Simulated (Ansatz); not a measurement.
# CoPdO2: the cost of one run

Computed with Ansatz 0.2.0 (DFT LDA+U (U_eff = 1 eV on Co d, Pd d), plane waves, PAW, unless a step's input says otherwise).

2 further runs of the same task are left out: 2 that didn't finish.

### 1 The structure to begin with

The structure is trigonal, space group R-3m (No. 166). The conventional cell has a = 2.845 Å, b = 2.845 Å, c = 17.880 Å, α = 90.00°, β = 90.00°, γ = 120.00°. Co (site symmetry -3m) has 6 O at 1.91 Å as nearest neighbours. Pd (site symmetry -3m) has 2 O at 2.01 Å as nearest neighbours. O (site symmetry 3m) has 3 Co at 1.91 Å and 1 Pd at 2.01 Å as nearest neighbours.

Structure file:

```xyz
4
Lattice="1.4225 0.8213 5.9600 -1.4225 0.8213 5.9600 0.0000 -1.6426 5.9600" Properties=species:S:1:pos:R:3 pbc="T T T"
Co    0.0000    0.0000    8.9400
Pd    0.0000    0.0000    0.0000
O     0.0000    0.0000    2.0052
O     0.0000    0.0000   15.8748
```

### 2 Ferromagnetic start, free, symmetry kept, no search

input.yaml reads:

```yaml
crystal:
  lattice:
    - [1.42249981, 0.82128065, 5.96000126]
    - [-1.42249981, 0.82128065, 5.96000126]
    - [0.0, -1.6425613, 5.96000126]
  atoms:
    - { symbol: Co, position: [0.5, 0.5, 0.5], spin: 3.0 }
    - { symbol: Pd, position: [0.0, 0.0, 0.0], spin: 2.0 }
    - { symbol: O, position: [0.11215, 0.11215, 0.11215] }
    - { symbol: O, position: [0.88785, 0.88785, 0.88785] }
basis:
  ecutwfc: 420
  ecutrho_ratio: 4
kpoints:
  mp_grid: { grid: [8, 8, 8] }
hamiltonian:
  xc: lda
  hubbard:
    sites: [{ site: 0, l: d, u_eff: 1.0 }, { site: 1, l: d, u_eff: 1.0 }]
scf:
  occupations: { method: gaussian, width: 0.05 }
  lower_state_search: "off"
  max_iter: 150
output:
  forces: true
  stress: true
  eigenvalues: true
  populations: true
  hubbard: { sites: [{ site: 0, l: d }, { site: 1, l: d }] }
magnetization:
  spin_polarized: true
```

Launch:

```bash
$ ansatz run input.yaml --threads 2 --pin off --max-ram 3072MiB --backend cpu --events-out ev --progress --plain --runs-dir out
```

Q: Estimate wall time and peak memory on 2 threads of Intel Xeon 6975P-C (Granite Rapids), shared host.

About 7.3 s, with a peak of 0.52 GiB.
